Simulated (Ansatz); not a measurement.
# LaGe: a short molecular-dynamics run

Aim: set LaGe (a randomly packed cell, 8 atoms, not relaxed) in motion for 20 steps of 1.5 fs under a Langevin thermostat at 900 K, and see how temperature, energy and positions respond.

Method: DFT PBEsol, plane waves, PAW, scalar-relativistic, no spin polarisation, in Ansatz 0.2.0.

## (1) The starting structure

The cell holds 8 atoms (Ge4La4): a = 6.363 Å, b = 6.354 Å, c = 5.893 Å, α = 102.62°, β = 83.10°, γ = 70.61°.

Coordinates:

```xyz
8
Lattice="6.3221 0.7010 0.1485 1.4791 6.0603 -1.2072 0.6121 -0.3332 5.8518" Properties=species:S:1:pos:R:3 pbc="T T T"
Ge    4.2713    3.7938    1.0725
Ge    5.0981    1.4979    0.9038
Ge    4.0187    2.8036    3.5087
Ge    2.2726    5.2235   -0.8297
La    4.8200    6.0609    3.0609
La    1.7552    4.9739    2.0563
La    2.0362    1.5952    1.5105
La    6.7470    2.9429    4.6395
```

## (2) Dynamics

input.yaml reads:

```yaml
crystal:
  lattice:
    - [6.322122, 0.700965, 0.148493]
    - [1.47914, 6.060266, -1.207166]
    - [0.612057, -0.333222, 5.851834]
  atoms:
    - { symbol: Ge, position: [0.511109, 0.582871, 0.290546] }
    - { symbol: Ge, position: [0.750166, 0.169767, 0.170425] }
    - { symbol: Ge, position: [0.465458, 0.446168, 0.679815] }
    - { symbol: Ge, position: [0.158985, 0.845102, 0.028524] }
    - { symbol: La, position: [0.462537, 0.985907, 0.714707] }
    - { symbol: La, position: [0.028777, 0.846291, 0.525239] }
    - { symbol: La, position: [0.23343, 0.252953, 0.304388] }
    - { symbol: La, position: [0.883261, 0.430688, 0.85926] }
kpoints:
  mp_grid: { grid: [3, 3, 3] }
magnetization:
  spin_polarized: false
scf:
  occupations: { method: fermi_dirac, width: 0.05 }
hamiltonian:
  pseudopotentials: { kind: paw }
  xc: pbesol
basis:
  ecutwfc: 420
md:
  timestep: 1.5
  n_steps: 20
  ensemble: nvt_langevin
  temperature: 900.0
  initial_velocities: maxwell_boltzmann
  seed: 697392
```

Started as:

```console
$ ansatz run input.yaml --threads 2 --pin off --max-ram 2560MiB --backend cpu --events-out ev --progress --plain --runs-dir out
```

The program printed (excerpt; [...] marks lines left out):

```text
Warning: md: disabling space-group detection — thermal motion breaks the input geometry's symmetry, so no spatial operation reduces the k-mesh or symmetrises the density; time reversal is kept, so that k and −k are solved as one point where they differ and the mesh holds both, and exact [...]
Warning: RAYON_NUM_THREADS=2 ignored (pool sized by the plan → 2); use --threads N
[...]
Pseudopotentials: kind: paw
Pseudopotential: Ge, paw, valence charge 14, recommended cutoff 420 eV (normal), Ge.paw.azcp
Pseudopotential: La, paw, valence charge 11, recommended cutoff 420 eV (normal), La.paw.azcp
Functional definition: PBEsol
[...]
Crystal: 8 atoms, lattice volume = 214.453 Å³
Basis set: ecut = 420 eV, 4217 PW (Γ), exchange–correlation on 90×90×80 points (8 copies of the dense FFT grid, shifted against one another)
Bands: 60, of which v1, the nominal top of the filled ones, is band 50 counted from 1 (49 counted from 0)
Symmetry: 1 space group operations
k-points: 14 of 27 (time reversal used)
[...]
SCF iter   1: F=—  HF=-41661.192673 eV  |F-HF|=—  |Δ(HF+E_count)|=         —  Δρ=4.34e-3  dr2=5.12e-2  ethr=1.77e-3  ⟨swp⟩=6.5  Hψ=3494  notcnv=0
[...]
md step     0: t =     0.00 fs  T =   787.5 K  F+E_penalty+E_count = -41661.17821137 eV  E_kin = 0.814338 eV  (10 SCF iters)
[...]
md step     6: t =     9.00 fs  T =   681.3 K  F+E_penalty+E_count = -41661.22389543 eV  E_kin = 0.704539 eV  (6 SCF iters)
[...]
md step     7: t =    10.50 fs  T =   634.8 K  F+E_penalty+E_count = -41661.23487683 eV  E_kin = 0.656416 eV  (5 SCF iters)
SCF iter   1: F=—  HF=-41661.248085 eV  |F-HF|=—  |Δ(HF+E_count)|=         —  Δρ=6.97e-5  dr2=3.31e-5  ethr=1.99e-7  ⟨swp⟩=3.6  Hψ=2758  notcnv=0
[...]
```

## (3) The output, continued

The log, continued (excerpt; [...] marks lines left out):

```text
SCF iter   2: F=—  HF=-41661.248083 eV  |F-HF|=—  |Δ(HF+E_count)|=   2.44e-6  Δρ=3.13e-5  dr2=3.61e-6  ethr=3.31e-8  ⟨swp⟩=2.0  Hψ=1132  notcnv=0
[...]
md step     8: t =    12.00 fs  T =   662.0 K  F+E_penalty+E_count = -41661.24799937 eV  E_kin = 0.684549 eV  (5 SCF iters)
[...]
md step    11: t =    16.50 fs  T =   713.1 K  F+E_penalty+E_count = -41661.29244298 eV  E_kin = 0.737443 eV  (5 SCF iters)
[...]
md step    14: t =    21.00 fs  T =   748.9 K  F+E_penalty+E_count = -41661.34439702 eV  E_kin = 0.774451 eV  (5 SCF iters)
[...]
md step    17: t =    25.50 fs  T =   986.1 K  F+E_penalty+E_count = -41661.40436949 eV  E_kin = 1.019656 eV  (5 SCF iters)
[...]
md step    19: t =    28.50 fs  T =  1097.2 K  F+E_penalty+E_count = -41661.44249627 eV  E_kin = 1.134594 eV  (5 SCF iters)
[...]
md step    20: t =    30.00 fs  T =  1064.4 K  F+E_penalty+E_count = -41661.46181350 eV  E_kin = 1.100641 eV  (8 SCF iters)
SCF converged after 8 iterations
Free energy (F): -41661.461813 eV
[...]
E sigma→0 (E₀):  -41661.432541 eV
Entropy (-TS):   -0.058544 eV (-7.318 meV/atom)
Fermi energy:    11.323093 eV
[...]
--- Forces (eV/Å), atoms counted from 1 ---
  atom   1  Ge    -0.30559059     0.42637204     0.49724288
  atom   2  Ge    -0.33426616    -1.09832357     0.13708440
  atom   3  Ge    -0.28728643     0.12843692    -0.00359823
  atom   4  Ge     0.21878360    -0.33316587    -0.72043634
  atom   5  La     0.65285234     0.10794996     0.64401388
  atom   6  La    -0.34635610    -0.17331815     0.52905639
  atom   7  La    -0.27121263    -0.20407148    -0.95994712
  atom   8  La     0.67307941     1.14611011    -0.12343067
[...]
--- MD trajectory: 20 steps, t = 0.0 → 30.0 fs ---
  final state: T = 1064.4 K   F+E_penalty+E_count = -41661.46181350 eV   E_kin = 1.100641 eV
```

Run time: 2.9 min. Hardware: 2 threads of an Arm CPU, shared host; peak memory 0.6 GiB.

## (4) What the atoms did

Every step; energies are changes from step 0; msd is the mean square displacement from the start, the centre of mass held:

```csv
time (fs),T (K),potential energy change (meV/atom),msd Ge (Å²),msd La (Å²)
0.0,788,0.0,0.000,0.000
1.5,737,-0.9,0.000,0.000
3.0,780,-1.7,0.000,0.000
4.5,808,-2.6,0.001,0.000
6.0,730,-3.4,0.001,0.000
7.5,708,-4.5,0.002,0.000
9.0,681,-5.7,0.003,0.001
10.5,635,-7.1,0.004,0.001
12.0,662,-8.7,0.005,0.001
13.5,607,-10.6,0.006,0.001
15.0,662,-12.4,0.007,0.001
16.5,713,-14.3,0.009,0.002
18.0,780,-16.2,0.010,0.002
19.5,745,-18.4,0.012,0.002
21.0,749,-20.8,0.014,0.003
22.5,766,-23.3,0.016,0.003
24.0,870,-25.7,0.018,0.004
25.5,986,-28.3,0.020,0.004
27.0,1005,-30.7,0.022,0.005
28.5,1097,-33.0,0.025,0.006
30.0,1064,-35.5,0.028,0.007
```

time (fs), T (K) and a bar:
```
      0.0        788 ###########
      1.5        737 ########
      3.0        780 ###########
      4.5        808 ############
      6.0        730 ########
      7.5        708 ######
      9.0        681 #####
     10.5        635 ##
     12.0        662 ###
     13.5        607 
     15.0        662 ###
     16.5        713 #######
     18.0        780 ###########
     19.5        745 ########
     21.0        749 #########
     22.5        766 ##########
     24.0        870 ################
     25.5        986 #######################
     27.0       1005 ########################
     28.5       1097 ##############################
     30.0       1064 ############################
```

Pair distribution over the second half of the run:

```csv
r (Å),g Ge–Ge
0.68,0.00
0.84,0.00
1.00,0.00
1.16,0.00
1.32,0.00
1.48,0.00
1.64,0.00
1.80,0.00
1.96,0.00
2.12,0.00
2.28,0.00
2.44,2.12
2.60,5.05
2.76,3.73
```

## (5) Frames from the trajectory

Positions (Å) and forces (eV/Å):

```xyz
8
Lattice="6.322 0.701 0.148 1.479 6.060 -1.207 0.612 -0.333 5.852" Properties=species:S:1:pos:R:3:forces:R:3 pbc="T T T" time_fs=3.0 T=780 dE=-0.0138
Ge    4.292    3.793    1.076    0.072    1.021    0.113
Ge    5.100    1.500    0.901   -0.175   -1.619    0.224
Ge    4.010    2.812    3.503   -0.436    0.498   -0.017
Ge    2.277    5.208   -0.810   -0.153   -0.709   -0.539
La    4.821    6.052    3.060    0.948   -0.350    0.243
La    1.750    4.986    2.057   -0.614   -0.025    0.371
La    2.038    1.593    1.511   -0.252   -0.008   -0.625
La    6.743    2.946    4.635    0.609    1.192    0.231
8
Lattice="6.322 0.701 0.148 1.479 6.060 -1.207 0.612 -0.333 5.852" Properties=species:S:1:pos:R:3:forces:R:3 pbc="T T T" time_fs=7.5 T=708 dE=-0.0357
Ge    4.321    3.793    1.080   -0.023    1.072    0.166
Ge    5.103    1.499    0.896   -0.158   -1.675    0.196
Ge    3.994    2.827    3.497   -0.413    0.420    0.052
Ge    2.286    5.186   -0.782   -0.087   -0.679   -0.673
La    4.825    6.039    3.058    0.910   -0.247    0.299
La    1.741    5.004    2.057   -0.579   -0.078    0.469
La    2.038    1.599    1.511   -0.259   -0.020   -0.694
La    6.737    2.948    4.629    0.609    1.208    0.186
8
Lattice="6.322 0.701 0.148 1.479 6.060 -1.207 0.612 -0.333 5.852" Properties=species:S:1:pos:R:3:forces:R:3 pbc="T T T" time_fs=12.0 T=662 dE=-0.0698
Ge    4.349    3.797    1.082   -0.098    1.065    0.241
Ge    5.105    1.492    0.887   -0.164   -1.666    0.170
Ge    3.980    2.840    3.492   -0.377    0.370    0.095
Ge    2.293    5.160   -0.758   -0.014   -0.630   -0.783
La    4.831    6.033    3.058    0.861   -0.190    0.352
La    1.727    5.019    2.057   -0.546   -0.106    0.562
La    2.036    1.604    1.513   -0.271   -0.053   -0.762
La    6.734    2.952    4.628    0.609    1.211    0.126
8
Lattice="6.322 0.701 0.148 1.479 6.060 -1.207 0.612 -0.333 5.852" Properties=species:S:1:pos:R:3:forces:R:3 pbc="T T T" time_fs=15.0 T=662 dE=-0.0989
Ge    4.366    3.801    1.081   -0.144    1.009    0.314
Ge    5.108    1.482    0.878   -0.202   -1.608    0.168
Ge    3.973    2.848    3.494   -0.370    0.345    0.082
Ge    2.298    5.145   -0.744    0.035   -0.603   -0.826
La    4.835    6.030    3.058    0.831   -0.166    0.381
La    1.718    5.028    2.059   -0.522   -0.122    0.599
La    2.034    1.608    1.516   -0.264   -0.067   -0.790
La    6.729    2.955    4.631    0.635    1.213    0.073
8
Lattice="6.322 0.701 0.148 1.479 6.060 -1.207 0.612 -0.333 5.852" Properties=species:S:1:pos:R:3:forces:R:3 pbc="T T T" time_fs=18.0 T=780 dE=-0.1299
Ge    4.386    3.805    1.083   -0.185    0.934    0.379
Ge    5.114    1.470    0.869   -0.250   -1.533    0.168
Ge    3.967    2.857    3.496   -0.372    0.311    0.067
Ge    2.304    5.130   -0.732    0.080   -0.583   -0.847
La    4.839    6.029    3.058    0.805   -0.135    0.411
La    1.709    5.038    2.064   -0.496   -0.141    0.616
La    2.031    1.610    1.519   -0.243   -0.071   -0.814
La    6.725    2.957    4.635    0.659    1.217    0.022
8
Lattice="6.322 0.701 0.148 1.479 6.060 -1.207 0.612 -0.333 5.852" Properties=species:S:1:pos:R:3:forces:R:3 pbc="T T T" time_fs=22.5 T=766 dE=-0.1863
Ge    4.415    3.817    1.087   -0.229    0.770    0.448
Ge    5.120    1.449    0.857   -0.307   -1.378    0.159
Ge    3.955    2.871    3.500   -0.350    0.259    0.053
Ge    2.313    5.107   -0.717    0.143   -0.528   -0.848
La    4.848    6.023    3.058    0.760   -0.064    0.473
La    1.696    5.052    2.071   -0.454   -0.156    0.619
La    2.029    1.618    1.524   -0.237   -0.105   -0.865
La    6.721    2.962    4.639    0.674    1.202   -0.039
8
Lattice="6.322 0.701 0.148 1.479 6.060 -1.207 0.612 -0.333 5.852" Properties=species:S:1:pos:R:3:forces:R:3 pbc="T T T" time_fs=27.0 T=1005 dE=-0.2456
Ge    4.440    3.831    1.092   -0.272    0.581    0.483
Ge    5.122    1.428    0.850   -0.333   -1.212    0.144
Ge    3.942    2.891    3.506   -0.314    0.186    0.033
Ge    2.319    5.081   -0.706    0.201   -0.424   -0.800
La    4.863    6.017    3.052    0.697    0.029    0.566
La    1.682    5.070    2.081   -0.396   -0.168    0.584
La    2.028    1.629    1.530   -0.254   -0.163   -0.924
La    6.720    2.967    4.646    0.670    1.173   -0.086
8
Lattice="6.322 0.701 0.148 1.479 6.060 -1.207 0.612 -0.333 5.852" Properties=species:S:1:pos:R:3:forces:R:3 pbc="T T T" time_fs=30.0 T=1064 dE=-0.2836
Ge    4.457    3.845    1.096   -0.306    0.426    0.497
Ge    5.122    1.413    0.846   -0.334   -1.098    0.137
Ge    3.933    2.906    3.513   -0.287    0.128   -0.004
Ge    2.325    5.062   -0.703    0.219   -0.333   -0.720
La    4.875    6.013    3.045    0.653    0.108    0.644
La    1.674    5.082    2.088   -0.346   -0.173    0.529
La    2.029    1.636    1.534   -0.271   -0.204   -0.960
La    6.718    2.971    4.652    0.673    1.146   -0.123
```

## (6) Results

| quantity | value |
| --- | --- |
| length | 20 steps of 1.5 fs |
| temperature, first and last step | 788 and 1064 K |
| temperature, second half | mean 858 K, from 662 to 1097 K |
| potential energy, second half | -24 meV/atom from the start |
| mean square displacement, second half | Ge 0.016, La 0.004 Å² |

What this shows: Against a set 900 K the second half averages 858 K, going from 662 to 1064 K over that half. Over the second half Ge atoms stand 0.1 Å (root mean square) from where they began, and the farthest move is 0.2 Å. Averages from a run of 30 fs with 8 atoms are rough.
